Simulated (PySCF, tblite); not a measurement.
# C2H11AlOSSi: geometry, infrared bands and NMR shifts

What infrared bands and NMR shifts should C2H11AlOSSi (`C[S@+]([AlH3-])CO[SiH3]`) show?

Computed with tblite 0.8.0 and PySCF 2.14.0, with density-fitted response routines of our own, on a single molecule in the gas phase. Atoms count from 0, in the outputs and in this text.

## Step 1: The starting structure

17 atoms, charge 0, multiplicity 1; geometry from: force field or distance geometry start.

Bonds of the start (Å): C0–S1 1.80, S1–Al2 2.22, S1–C3 1.78, C3–O4 1.36, O4–Si5 1.67, C0–H6 1.12, C0–H7 1.10, C0–H8 1.10, Al2–H9 1.59, Al2–H10 1.59, Al2–H11 1.60, C3–H12 1.12, C3–H13 1.09, Si5–H14 1.47, Si5–H15 1.48, Si5–H16 1.48.

## Step 2: Relaxing the molecule with GFN2-xTB

Job settings and geometry (Å):

```
{"job": {"kind": "relax", "xc": "GFN2-xTB", "basis": "xTB"}, "charge": 0, "multiplicity": 1}
C     -0.477800    -1.789300     0.613800
S     -0.481400     0.011700     0.710800
Al    -2.589700     0.628800     0.360100
C      0.457000     0.618400    -0.670900
O      1.736000     0.144000    -0.636100
Si     2.686300     0.529100     0.683300
H     -1.485500    -2.128500     0.978000
H      0.327800    -2.237900     1.208900
H     -0.393000    -2.028900    -0.452100
H     -2.816200     1.971900     1.188300
H     -2.714800     0.988700    -1.180900
H     -3.638000    -0.485500     0.826800
H     -0.007000     0.235100    -1.611400
H      0.345600     1.699900    -0.699800
H      2.538600     1.889500     1.216500
H      4.113300     0.388000     0.323700
H      2.392100    -0.422900     1.780400
```

Launch:

```console
OMP_NUM_THREADS=1 python probes_run.py task.json out
```

The driver reads the jobs from task.json and runs them one after another.

**Question.** This job is followed by: GFN2-xTB harmonic vibrations, gas phase; GIAO PBE0/pcSseg-1 NMR shielding, non-relativistic, gas phase. Predict these results of the whole session: strongest single infrared mode (GFN2-xTB); zero-point energy (GFN2-xTB); ¹³C shifts against TMS (PBE0/pcSseg-1); ¹H shifts against TMS (PBE0/pcSseg-1, means over atoms taken as alike); ³³S shifts against CS2 (PBE0/pcSseg-1); ²⁷Al shifts against AlH4- (PBE0/pcSseg-1); ¹⁷O shifts against H2O (PBE0/pcSseg-1); ²⁹Si shifts against TMS (PBE0/pcSseg-1).

**Answer**, as computed:

| quantity | value |
| --- | --- |
| strongest single infrared mode (GFN2-xTB) | 773 cm⁻¹, 885 km/mol |
| zero-point energy (GFN2-xTB) | 71.0 kcal/mol |
| ¹³C shifts against TMS (PBE0/pcSseg-1) | 78.1, 18.5 ppm |
| ¹H shifts against TMS (PBE0/pcSseg-1, means over atoms taken as alike) | 5.58, 4.95, 4.85, 4.20, 2.56 ppm |
| ³³S shifts against CS2 (PBE0/pcSseg-1) | -80 ppm |
| ²⁷Al shifts against AlH4- (PBE0/pcSseg-1) | 82.4 ppm |
| ¹⁷O shifts against H2O (PBE0/pcSseg-1) | 23.4 ppm |
| ²⁹Si shifts against TMS (PBE0/pcSseg-1) | -36.9 ppm |

Over 156 steps the energy fell by 1.040 eV; of the close pairs, S1–Al2 changed most, 2.225 to 2.460 Å. All 45 modes are real, so the xTB geometry is a minimum. The strongest single mode, at 773 cm⁻¹, is spread over several atoms, H10, H11, H9 among them. GFN2-xTB is a fitted tight-binding method: band positions and strengths are rough. Its intensities can rank the bands wrongly. The most deshielded carbon is C3 (sp3 CH2 bonded to O and S), at 78.1 ppm: pulled downfield by the heteroatom. At PBE0/pcSseg-1: Shielding is most anisotropic at S1 (span 357 ppm, paramagnetic term -477 ppm).
